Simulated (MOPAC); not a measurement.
**Si2HCl3F2 (SMILES F[Si](F)(Cl)[SiH](Cl)Cl): PM6-D3**

Aim: the vertical ionisation energy of Si2HCl3F2 at PM6-D3, from 2 runs. 

The results are computed with MOPAC 23.2.5.

16 further runs of the same task are left out: 16 set aside as unsound or not needed.

## 1. Starting point

Si2HCl3F2: 8 atoms, total charge 0, spin state singlet. As SMILES, `F[Si](F)(Cl)[SiH](Cl)Cl`. Geometry: optimised at PM6-D3. This is one conformer, not always the lowest.

Bond lengths: F1–Si2 1.568 Å, Si2–F3 1.568 Å, Si2–Cl4 1.995 Å, Si2–Si5 2.075 Å, Si5–Cl6 2.072 Å, Si5–Cl7 2.072 Å, Si5–H8 1.472 Å. Some angles: F1–Si2–F3 110.3°, F1–Si2–Cl4 110.3°, F1–Si2–Si5 105.5°, F3–Si2–Cl4 110.3°, F3–Si2–Si5 105.5°, Cl4–Si2–Si5 114.6°, Si2–Si5–Cl6 109.8°, Si2–Si5–Cl7 109.8°, Cl6–Si5–Cl7 112.0°, Si2–Si5–H8 112.0°.

## 2. The harmonic vibrations at PM6-D3

File calc.mop:

```
PM6-D3 FORCE THERMO(200,600,200) AUX(PRECISION=6) T=10M THREADS=1
job Cl3F2HSi2

F     -0.435581 +1     0.461419 +1    -2.077134 +1
Si    -0.519766 +1    -0.485759 +1    -0.830171 +1
F      0.202349 +1    -1.845079 +1    -1.130106 +1
Cl    -2.424613 +1    -0.807623 +1    -0.330861 +1
Si     0.616509 +1     0.433741 +1     0.642178 +1
Cl    -0.163343 +1     2.306251 +1     1.063955 +1
Cl     0.694601 +1    -0.772722 +1     2.324602 +1
H      2.008366 +1     0.645702 +1     0.212364 +1
```

Command:

```console
$ mopac calc.mop
```

calc.out (excerpt; [...] marks lines left out):

```text
MOPAC v23.2.5
PM6-D3 CALCULATION RESULTS
[...]
           Empirical Formula: H F2 Si2 Cl3  =     8 atoms
      MOLECULAR POINT GROUP   :   Cs
[...]
 DIPOLE           X         Y         Z       TOTAL
 POINT-CHG.    -0.223     0.314     1.036     1.105
 HYBRID         0.052    -0.071    -0.582     0.588
 SUM           -0.171     0.243     0.454     0.543
          GRADIENT NORM =   0.04142
[...]
          ZERO POINT ENERGY      11.609 KCAL/MOL
[...]
 FREQUENCY            22.70         Si5 -- H 8         +18.0% (275.9%)      0.0%
[...]
 FREQUENCY            61.40         Si2 -- Si5         +24.6% (184.9%)      0.0%
[...]
 FREQUENCY           701.42         Si5 -- H 8         +88.8% ( 98.1%)      0.0%
[...]
 FREQUENCY           726.54         Si2 -- F 3         +25.6% ( 63.1%)     64.6%
[...]
 FREQUENCY           765.87         F 1 -- Si2         +34.6% ( 78.4%)     86.9%
[...]
 FREQUENCY          2126.15         Si5 -- H 8         +99.5% (100.0%)    100.0%
[...]
   TEMP. (K)   PARTITION FUNCTION   H.O.F.    ENTHALPY  HEAT CAPACITY ENTROPY
                                   KCAL/MOL   CAL/MOLE    CAL/K/MOL  CAL/K/MOL
 298.00  VIB.     0.7549D+04                  4701.4675    25.5177    33.5207
         ROT.     0.1091D+07                   888.2803     2.9808    30.6079
         INT.     0.8235D+10                  5589.7479    28.4985    64.1286
         TRA.     0.2766D+28                  1480.4672     4.9680    41.8047
         TOT.                     -310.598    7070.2150    33.4665   105.9334
 200.00  VIB.     0.4650D+03                  2414.4401    20.7657    24.2776
         ROT.     0.5998D+06                   596.1613     2.9808    29.4192
[...]
           FORCE CONSTANT IN CARTESIAN COORDINATES (Millidynes/A)
    ATOM   CHEMICAL       X               Y               Z
   NUMBER   SYMBOL  FORCE CONSTANT  FORCE CONSTANT  FORCE CONSTANT
      1       F        3.397258        0.218022        0.245890
      2      Si        4.822842        4.556744        3.672125
      3       F        0.563035        3.052043        0.246091
      4      Cl        0.508970        0.853534        1.755452
      5      Si        3.269309        3.241860        3.435898
      6      Cl        0.379626        1.828790        0.149179
      7      Cl        2.085144        0.122496        0.149955
      8       H        0.596430        0.920786        1.600754
[...]
 * JOB ENDED NORMALLY *
[...]
```

Run time: 0.49 s. Hardware: 1 thread of Arm Neoverse V1, shared host.

## 3. The doublet cation: a single-point energy at PM6-D3

File input.mop:

```
PM6-D3 CHARGE=1 UHF DOUBLET DISP 1SCF AUX(PRECISION=6) T=10M THREADS=1
Cl3F2HSi2

F -0.435581 1 0.461419 1 -2.077134 1
Si -0.519766 1 -0.485759 1 -0.830171 1
F 0.202349 1 -1.845079 1 -1.130106 1
Cl -2.424613 1 -0.807623 1 -0.330861 1
Si 0.616509 1 0.433741 1 0.642178 1
Cl -0.163343 1 2.306251 1 1.063955 1
Cl 0.694601 1 -0.772722 1 2.324602 1
H 2.008366 1 0.645702 1 0.212364 1
```

Command:

```console
$ mopac input.mop
```

input.out (excerpt; [...] marks lines left out):

```text
MOPAC v23.2.5
PM6-D3 CALCULATION RESULTS
[...]
           Empirical Formula: H F2 Si2 Cl3  =     8 atoms
      MOLECULAR POINT GROUP   :   Cs
[...]
     SCF FIELD WAS ACHIEVED
[...]
                              SUM =        -88.88709 KCAL/MOL = FINAL HEAT OF FORMATION
          TOTAL ENERGY            =      -1863.92687 EV
          ELECTRONIC ENERGY       =      -5294.70609 EV
          CORE-CORE REPULSION     =       3430.77921 EV
          COSMO AREA              =        166.30 SQUARE ANGSTROMS
          COSMO VOLUME            =        172.54 CUBIC ANGSTROMS
          IONIZATION POTENTIAL    =         14.817573 EV
          ALPHA SOMO LUMO (EV)    =        -14.818 -6.409
          BETA  SOMO LUMO (EV)    =        -16.024 -9.472
          NO. OF ALPHA ELECTRONS  =         22
          NO. OF BETA  ELECTRONS  =         21
          MOLECULAR WEIGHT        =        201.5347         POINT GROUP:  Cs
[...]
              NET ATOMIC CHARGES AND DIPOLE CONTRIBUTIONS
  ATOM NO.   TYPE          CHARGE      No. of ELECS.   s-Pop       p-Pop       d-Pop
    1          F          -0.263119        7.2631     1.93017     5.33295
    2         Si           0.904653        3.0953     0.94091     0.96706     1.18737
    3          F          -0.263115        7.2631     1.93017     5.33295
    4         Cl           0.011820        6.9882     1.99339     4.99197     0.00282
    5         Si           0.775781        3.2242     1.14820     1.38553     0.69049
    6         Cl          -0.108213        7.1082     1.99547     5.11012     0.00263
    7         Cl          -0.108107        7.1081     1.99547     5.11001     0.00263
    8          H           0.050300        0.9497     0.94970
 DIPOLE           X         Y         Z       TOTAL
 POINT-CHG.     1.998     0.599     0.101     2.088
 HYBRID        -0.107    -0.095    -0.157     0.212
 SUM            1.891     0.504    -0.056     1.957
[...]
                    (S**2)  =    0.759382
[...]
 * JOB ENDED NORMALLY *
[...]
```

Run time: 0.06 s. Hardware: 1 thread of Arm Neoverse V1, shared host.

## 4. Outcome

Level: PM6-D3.

```
                                          quantity            value
                  run 2, PM6-D3: heat of formation  -310.6 kcal/mol
         run 2, PM6-D3: lowest harmonic wavenumber          23 cm⁻¹
        run 2, PM6-D3: highest harmonic wavenumber        2126 cm⁻¹
                  run 2, PM6-D3: zero-point energy      48.6 kJ/mol
                      doublet cation: total energy     -68.49805 Eh
        doublet cation: HOMO energy (over α and β)        -14.82 eV
        doublet cation: LUMO energy (over α and β)         -9.47 eV
                 doublet cation: dispersion energy    -13.75 kJ/mol
                 doublet cation: heat of formation   -88.9 kcal/mol
                              doublet cation: ⟨S²⟩            0.759
vertical ionisation energy (to the doublet cation)         9.614 eV
```

**Reading.** Removing an electron at fixed nuclei costs 9.61 eV (928 kJ/mol). All 18 modes (run 2, PM6-D3) are real, though the softest (23 cm⁻¹) is within numerical noise.
